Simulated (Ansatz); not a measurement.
InSb3 in Ansatz: the effect of functional

Crystal: InSb3.

```xyz
4
Lattice="4.9006 0.0000 0.0000 0.0000 4.9006 0.0000 0.0000 0.0000 4.9006" Properties=species:S:1:pos:R:3 pbc="T T T"
Sb    2.4503    2.4503    0.0000
Sb    0.0000    2.4503    2.4503
Sb    2.4503    0.0000    2.4503
In    0.0000    0.0000    0.0000
```

The cell comes from a database or a generator and needn't be the stable form of this composition.

The cell isn't the ideal one: volume scaled by 1.06.

Alike in all runs:

* Program: Ansatz 0.2.0
* Task: single point
* Potentials or basis: Ansatz PAW
* k mesh: 6 × 6 × 6
* Occupations: fermi-dirac, width 0.05 eV
* Spin: no spin polarisation

```tsv
functional	cutoff	pressure (GPa)
LDA	420 eV (not typed: the program's choice for these potentials)	-5.9
r2SCAN	500 eV (not typed: the program's choice for these potentials)	-3.2
PBE	420 eV (not typed: the program's choice for these potentials)	?
```

Q: What does the run with functional PBE give?

A: Pressure -2.4 GPa.

Caveats: the PAW data sets come from PBE, with cores solved anew for the run's functional, which leaves a small shift of forces and pressure (some runs).
